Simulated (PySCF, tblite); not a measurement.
**C₂H₉ClGeSi₂: geometry, infrared bands and NMR shifts**

Aim: predict the infrared bands and NMR shifts of C₂H₉ClGeSi₂ (`Cl[C@H]1[SiH2][SiH2][CH2][GeH2]1`).

Computed with tblite 0.8.0 and PySCF 2.14.0, with density-fitted response routines of our own, on a single molecule in the gas phase. Atoms are numbered from 0 throughout.

### Step 1. Starting geometry

15 atoms, charge 0, multiplicity 1; geometry from: force field or distance geometry start.

Bonds of the start (Å): Cl0–C1 1.76, C1–Si2 1.87, Si2–Si3 2.22, Si3–C4 1.87, C4–Ge5 1.94, Ge5–C1 1.95, C1–H6 1.11, Si2–H7 1.46, Si2–H8 1.47, Si3–H9 1.46, Si3–H10 1.48, C4–H11 1.10, C4–H12 1.11, Ge5–H13 1.55, Ge5–H14 1.55.

### Step 2. Relaxing the molecule with GFN2-xTB

What the job is given:

```
{"job": {"kind": "relax", "xc": "GFN2-xTB", "basis": "xTB"}, "charge": 0, "multiplicity": 1}
Cl    -1.954800     1.807600    -0.824800
C     -1.527200     0.519800     0.302000
Si    -1.162000    -1.055700    -0.633800
Si     1.043100    -1.024200    -0.882600
C      1.569600     0.513800     0.033000
Ge     0.117300     1.000600     1.229300
H     -2.343000     0.358700     1.036000
H     -1.551400    -2.212200     0.176300
H     -1.851900    -1.061000    -1.936800
H      1.427600    -0.965700    -2.286000
H      1.612500    -2.216800    -0.216800
H      2.503800     0.335500     0.594100
H      1.714100     1.333700    -0.700000
H      0.159800     2.513200     1.563800
H      0.238100     0.160700     2.524600
```

Started as:

```sh
> OMP_NUM_THREADS=1 python probes_run.py task.json out
```

The driver reads the jobs from task.json and runs them one after another.

**Question.** This job is followed by: GFN2-xTB harmonic vibrations, gas phase; GIAO PBE0/pcSseg-1 NMR shielding, non-relativistic, gas phase. What will the session give for the following? strongest single infrared mode (GFN2-xTB); zero-point energy (GFN2-xTB); 13C shifts against TMS (PBE0/pcSseg-1); 1H shifts against TMS (PBE0/pcSseg-1); 35Cl shifts against HCl (PBE0/pcSseg-1); 29Si shifts against TMS (PBE0/pcSseg-1); 73Ge shifts against GeMe4 (PBE0/pcSseg-1); surface potential, 1st and 99th percentile.

**Answer**, as computed:

| quantity | value |
| --- | --- |
| strongest single infrared mode (GFN2-xTB) | 2186 cm⁻¹, 539 km/mol |
| zero-point energy (GFN2-xTB) | 56.8 kcal/mol |
| 13C shifts against TMS (PBE0/pcSseg-1) | 31.9, -13.9 ppm |
| 1H shifts against TMS (PBE0/pcSseg-1) | 4.61, 4.40, 4.36, 4.33, 4.12, 4.09, 3.44, 0.54, 0.35 ppm |
| 35Cl shifts against HCl (PBE0/pcSseg-1) | 93 ppm |
| 29Si shifts against TMS (PBE0/pcSseg-1) | -56.6, -70.9 ppm |
| 73Ge shifts against GeMe4 (PBE0/pcSseg-1) | -84 ppm |
| surface potential, 1st and 99th percentile | -0.69 V and 1.19 V |

What this shows: The optimisation took 58 steps and gained 0.346 eV; among the close pairs (by a distance rule), Si2–Si3 changed most, from 2.219 to 2.326 Å. No mode is imaginary among the 39: a minimum at this level. The strongest single mode, at 2186 cm⁻¹, moves mainly H10. Unscaled tight-binding wavenumbers are off by several per cent, some by more. Its intensities can rank the bands wrongly. The most deshielded carbon is C1 (sp3 CH bonded to Cl and Ge and Si), at 31.9 ppm: deshielded by the electronegative neighbour. At PBE0/pcSseg-1: The widest tensor belongs to Cl0: span 394 ppm, with a paramagnetic part of -291 ppm. At PBE0/pcSseg-1, counted by nearest atom on the grid, the HOMO lies on Cl0 48 %; C1 23 %, the LUMO on Si2 16 %; Cl0 11 %. Spin-orbit coupling is left out, which matters for shieldings and couplings at and beside the heavy atoms.
